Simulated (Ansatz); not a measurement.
# CH5NTe: how energies converge with the basis set

The task here is to estimate one member of a computed series from the others.

Computed with Ansatz 0.2.0, Gaussian basis. Level: one geometry, several basis sets.

Levels to be run: PBE0-D4/def2-SVP; ωB97M-V/def2-SVP; PBE0-D4/def2-QZVPP; ωB97M-V/def2-QZVPP; the functionals' def2-TZVPP values are taken from earlier runs.

## Structure used throughout

An earlier PBE0-D4 in a triple-zeta def2 set relaxation fixed the geometry. Te takes the def2 core potential; no spin-orbit term is included.

SMILES `NC[TeH]`, 8 atoms, charge 0, spin multiplicity 1.

Atoms are counted from 1 here; the program's logs count them from 0.

Bond lengths: N1–C2 1.439 Å, N1–H4 1.011 Å, N1–H5 1.012 Å, C2–Te3 2.168 Å, C2–H6 1.089 Å, C2–H7 1.095 Å, Te3–H8 1.660 Å. Angles: C2–N1–H4 111.6°, C2–N1–H5 111.4°, H4–N1–H5 108.8°, N1–C2–Te3 107.9°, N1–C2–H6 109.5°, N1–C2–H7 116.7°, Te3–C2–H6 107.3°, Te3–C2–H7 106.1°, H6–C2–H7 109.0°, C2–Te3–H8 93.9°.

Geometry (Å):

```xyz
8
CH5NTe
N    -0.5372    0.9247   -0.7159
C     0.3033    0.1759    0.1799
Te   -0.9228   -1.3358    1.1340
H    -0.7973    0.3781   -1.5263
H    -0.0820    1.7737   -1.0268
H     0.6750    0.8330    0.9640
H     1.1481   -0.3568   -0.2687
H     0.3053   -2.4500    1.2040
```

Set-up of the first run:

The input, in.yaml:

```yaml
crystal:
  periodic: [false, false, false]
  atoms:
    - {symbol: N, position_ang: [-0.537245, 0.924653, -0.715926]}
    - {symbol: C, position_ang: [0.303273, 0.175917, 0.179880]}
    - {symbol: Te, position_ang: [-0.922786, -1.335835, 1.133952]}
    - {symbol: H, position_ang: [-0.797279, 0.378114, -1.526304]}
    - {symbol: H, position_ang: [-0.081983, 1.773736, -1.026756]}
    - {symbol: H, position_ang: [0.674976, 0.833050, 0.964038]}
    - {symbol: H, position_ang: [1.148095, -0.356751, -0.268722]}
    - {symbol: H, position_ang: [0.305250, -2.449984, 1.204039]}
basis:
  gaussian: {orbitals: def2-SVP}
hamiltonian: {xc: pbe0, dispersion: d4}
output: {orbitals: {seedname: orbitals}}
```

The run is started by

```bash
$ ansatz run in.yaml --threads 2 --pin off --events-out ev --progress --plain --max-ram 4352MiB
```

Steps of the session up to this table: PBE0-D4 in def2-SVP; ωB97M-V in def2-SVP; PBE0-D4 in def2-QZVPP; ωB97M-V in def2-QZVPP.

One table of the session follows, with a row left open; its other results are not shown here.

It belongs to the step «Functionals by basis». 

```
functional       basis  HOMO (eV)
   PBE0-D4    def2-SVP      -5.86
   PBE0-D4  def2-TZVPP          ?
   PBE0-D4  def2-QZVPP      -6.04
   ωB97M-V    def2-SVP      -7.96
   ωB97M-V  def2-TZVPP      -8.13
   ωB97M-V  def2-QZVPP      -8.17
```

Estimate the missing values for PBE0-D4, def2-TZVPP.

**Answer.** HOMO (eV): -6.01. In the column «HOMO (eV)» it lies between PBE0-D4, def2-QZVPP (-6.04) and PBE0-D4, def2-SVP (-5.86).
